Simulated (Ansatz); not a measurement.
**TaO2: freezing in a mode**

Aim: for TaO2, freeze in mode 4 at growing amplitude.

Computed with Ansatz 0.2.0 (DFT PBEsol, scalar-relativistic, plane waves, PAW, unless a step's input says otherwise).

1 further run of the same task is left out (set aside as unsound or not needed). Runs told in other sessions of the task aren't counted.

## (1) Starting point

The structure is tetragonal, space group P4_2/mnm (No. 136). The conventional cell has a = 4.951 Å, b = 4.951 Å, c = 2.851 Å, α = 90.00°, β = 90.00°, γ = 90.00°. Around Ta (site symmetry mmm) lie 6 O at 2.01 to 2.07 Å. Around O (site symmetry m2m) lie 3 Ta at 2.01 to 2.07 Å.

Coordinates:

```
Ta O
1.0
     4.95094    0.00000    0.00000
     0.00000    4.95094    0.00000
     0.00000    0.00000    2.85082
Ta O
2 4
Direct
  0.00000 0.00000 0.50000
  0.50000 0.50000 0.00000
  0.71344 0.28656 0.50000
  0.28656 0.71344 0.50000
  0.21344 0.21344 0.00000
  0.78656 0.78656 0.00000
```

It goes back to an entry of the Materials Project, which need not be the stable form.

This cell was relaxed beforehand with the same method: volume 11.65 Å³/atom, gap on the mesh none (metal).

## (2) Zero of energy

The reference gives a free energy of -21862.0567 eV, pressure -0.02 GPa, largest force 0.007 eV/Å and gap on the mesh none (metal). It was computed beforehand with the settings of the runs below.

## (3) Setting up freezing in a mode

Mode 4 of the phonon run on this cell, counted from the lowest, is frozen in: each atom moves by x times its row below, so x is the largest displacement.

```
atom     ux     uy      uz
 Ta1  0.000  0.000   1.000
 Ta2  0.000  0.000  -1.000
  O3  0.000  0.000  -0.720
  O4  0.000  0.000  -0.720
  O5  0.000  0.000   0.720
  O6  0.000  0.000   0.720
```

## (4) Point x = -0.300 Å

input.yaml reads:

```yaml
crystal:
  lattice:
    - [4.9509447767, 0.0, 0.0]
    - [0.0, 4.9509447767, 0.0]
    - [0.0, 0.0, 2.8508241395]
  atoms:
    - { symbol: Ta, position: [0.0, 0.0, 0.3947672724] }
    - { symbol: Ta, position: [0.5, 0.5, 0.1052327276] }
    - { symbol: O, position: [0.7134360094, 0.2865639906, 0.5757943183] }
    - { symbol: O, position: [0.2865639906, 0.7134360094, 0.5757943183] }
    - { symbol: O, position: [0.2134360094, 0.2134360094, -0.0757943183] }
    - { symbol: O, position: [0.7865639906, 0.7865639906, -0.0757943183] }
basis:
  ecutwfc: 420
kpoints:
  mp_grid: { grid: [10, 10, 16] }
hamiltonian:
  xc: pbesol
scf:
  occupations: { method: gaussian, width: 0.15 }
output:
  forces: true
  stress: true
  eigenvalues: true
```

Launch:

```
ansatz run input.yaml --threads 2 --pin off --max-ram 5120MiB --backend cpu --events-out ev --progress --plain --runs-dir out
```

## (5) At x = 0.225 Å

input.yaml reads:

```yaml
crystal:
  lattice:
    - [4.9509447767, 0.0, 0.0]
    - [0.0, 4.9509447767, 0.0]
    - [0.0, 0.0, 2.8508241395]
  atoms:
    - { symbol: Ta, position: [0.0, 0.0, 0.5789245457] }
    - { symbol: Ta, position: [0.5, 0.5, -0.0789245457] }
    - { symbol: O, position: [0.7134360094, 0.2865639906, 0.4431542613] }
    - { symbol: O, position: [0.2865639906, 0.7134360094, 0.4431542613] }
    - { symbol: O, position: [0.2134360094, 0.2134360094, 0.0568457387] }
    - { symbol: O, position: [0.7865639906, 0.7865639906, 0.0568457387] }
basis:
  ecutwfc: 420
kpoints:
  mp_grid: { grid: [10, 10, 16] }
hamiltonian:
  xc: pbesol
scf:
  occupations: { method: gaussian, width: 0.15 }
output:
  forces: true
  stress: true
  eigenvalues: true
  write_density: true
  write_potential: true
  elf: true
  volumetric_format: npy
```

## (6) Point x = -0.150 Å

input.yaml reads:

```yaml
crystal:
  lattice:
    - [4.9509447767, 0.0, 0.0]
    - [0.0, 4.9509447767, 0.0]
    - [0.0, 0.0, 2.8508241395]
  atoms:
    - { symbol: Ta, position: [0.0, 0.0, 0.4473836362] }
    - { symbol: Ta, position: [0.5, 0.5, 0.0526163638] }
    - { symbol: O, position: [0.7134360094, 0.2865639906, 0.5378971592] }
    - { symbol: O, position: [0.2865639906, 0.7134360094, 0.5378971592] }
    - { symbol: O, position: [0.2134360094, 0.2134360094, -0.0378971592] }
    - { symbol: O, position: [0.7865639906, 0.7865639906, -0.0378971592] }
basis:
  ecutwfc: 420
kpoints:
  mp_grid: { grid: [10, 10, 16] }
hamiltonian:
  xc: pbesol
scf:
  occupations: { method: gaussian, width: 0.15 }
output:
  forces: true
  stress: true
  eigenvalues: true
```

## (7) At x = 0.075 Å

input.yaml reads:

```yaml
crystal:
  lattice:
    - [4.9509447767, 0.0, 0.0]
    - [0.0, 4.9509447767, 0.0]
    - [0.0, 0.0, 2.8508241395]
  atoms:
    - { symbol: Ta, position: [0.0, 0.0, 0.5263081819] }
    - { symbol: Ta, position: [0.5, 0.5, -0.0263081819] }
    - { symbol: O, position: [0.7134360094, 0.2865639906, 0.4810514204] }
    - { symbol: O, position: [0.2865639906, 0.7134360094, 0.4810514204] }
    - { symbol: O, position: [0.2134360094, 0.2134360094, 0.0189485796] }
    - { symbol: O, position: [0.7865639906, 0.7865639906, 0.0189485796] }
basis:
  ecutwfc: 420
kpoints:
  mp_grid: { grid: [10, 10, 16] }
hamiltonian:
  xc: pbesol
scf:
  occupations: { method: gaussian, width: 0.15 }
output:
  forces: true
  stress: true
  eigenvalues: true
```

## (8) At x = 0.263 Å

input.yaml reads:

```yaml
crystal:
  lattice:
    - [4.9509447767, 0.0, 0.0]
    - [0.0, 4.9509447767, 0.0]
    - [0.0, 0.0, 2.8508241395]
  atoms:
    - { symbol: Ta, position: [0.0, 0.0, 0.5920786366] }
    - { symbol: Ta, position: [0.5, 0.5, -0.0920786366] }
    - { symbol: O, position: [0.7134360094, 0.2865639906, 0.4336799715] }
    - { symbol: O, position: [0.2865639906, 0.7134360094, 0.4336799715] }
    - { symbol: O, position: [0.2134360094, 0.2134360094, 0.0663200285] }
    - { symbol: O, position: [0.7865639906, 0.7865639906, 0.0663200285] }
basis:
  ecutwfc: 420
kpoints:
  mp_grid: { grid: [10, 10, 16] }
hamiltonian:
  xc: pbesol
scf:
  occupations: { method: gaussian, width: 0.15 }
output:
  forces: true
  stress: true
  eigenvalues: true
  write_density: true
  write_potential: true
  elf: true
  volumetric_format: npy
```

## (9) Point x = 0.188 Å

input.yaml reads:

```yaml
crystal:
  lattice:
    - [4.9509447767, 0.0, 0.0]
    - [0.0, 4.9509447767, 0.0]
    - [0.0, 0.0, 2.8508241395]
  atoms:
    - { symbol: Ta, position: [0.0, 0.0, 0.5657704547] }
    - { symbol: Ta, position: [0.5, 0.5, -0.0657704547] }
    - { symbol: O, position: [0.7134360094, 0.2865639906, 0.4526285511] }
    - { symbol: O, position: [0.2865639906, 0.7134360094, 0.4526285511] }
    - { symbol: O, position: [0.2134360094, 0.2134360094, 0.0473714489] }
    - { symbol: O, position: [0.7865639906, 0.7865639906, 0.0473714489] }
basis:
  ecutwfc: 420
kpoints:
  mp_grid: { grid: [10, 10, 16] }
hamiltonian:
  xc: pbesol
scf:
  occupations: { method: gaussian, width: 0.15 }
output:
  forces: true
  stress: true
  eigenvalues: true
```

## (10) At x = 0.113 Å

input.yaml reads:

```yaml
crystal:
  lattice:
    - [4.9509447767, 0.0, 0.0]
    - [0.0, 4.9509447767, 0.0]
    - [0.0, 0.0, 2.8508241395]
  atoms:
    - { symbol: Ta, position: [0.0, 0.0, 0.5394622728] }
    - { symbol: Ta, position: [0.5, 0.5, -0.0394622728] }
    - { symbol: O, position: [0.7134360094, 0.2865639906, 0.4715771306] }
    - { symbol: O, position: [0.2865639906, 0.7134360094, 0.4715771306] }
    - { symbol: O, position: [0.2134360094, 0.2134360094, 0.0284228694] }
    - { symbol: O, position: [0.7865639906, 0.7865639906, 0.0284228694] }
basis:
  ecutwfc: 420
kpoints:
  mp_grid: { grid: [10, 10, 16] }
hamiltonian:
  xc: pbesol
scf:
  occupations: { method: gaussian, width: 0.15 }
output:
  forces: true
  stress: true
  eigenvalues: true
  write_density: true
  write_potential: true
  elf: true
  volumetric_format: npy
```

## (11) x = 0.037 Å

input.yaml reads:

```yaml
crystal:
  lattice:
    - [4.9509447767, 0.0, 0.0]
    - [0.0, 4.9509447767, 0.0]
    - [0.0, 0.0, 2.8508241395]
  atoms:
    - { symbol: Ta, position: [0.0, 0.0, 0.5131540909] }
    - { symbol: Ta, position: [0.5, 0.5, -0.0131540909] }
    - { symbol: O, position: [0.7134360094, 0.2865639906, 0.4905257102] }
    - { symbol: O, position: [0.2865639906, 0.7134360094, 0.4905257102] }
    - { symbol: O, position: [0.2134360094, 0.2134360094, 0.0094742898] }
    - { symbol: O, position: [0.7865639906, 0.7865639906, 0.0094742898] }
basis:
  ecutwfc: 420
kpoints:
  mp_grid: { grid: [10, 10, 16] }
hamiltonian:
  xc: pbesol
scf:
  occupations: { method: gaussian, width: 0.15 }
output:
  forces: true
  stress: true
  eigenvalues: true
```

(Steps that only read results are left out.)

Q: Predict the outcome of this session. Wanted: harmonic wavenumber of the mode.

As calculated:

| quantity | value |
| --- | --- |
| harmonic wavenumber of the mode | 94 cm⁻¹ |
| the same from the force at an amplitude of 0.037 Å | 94 cm⁻¹ |

In words: The force at the smallest amplitude gives 94 cm⁻¹ against 94 cm⁻¹ from the phonon run, so the curve is close to a parabola there. The undisturbed cell stays the lowest of the sampled points. The runs treat Ta without spin-orbit coupling.
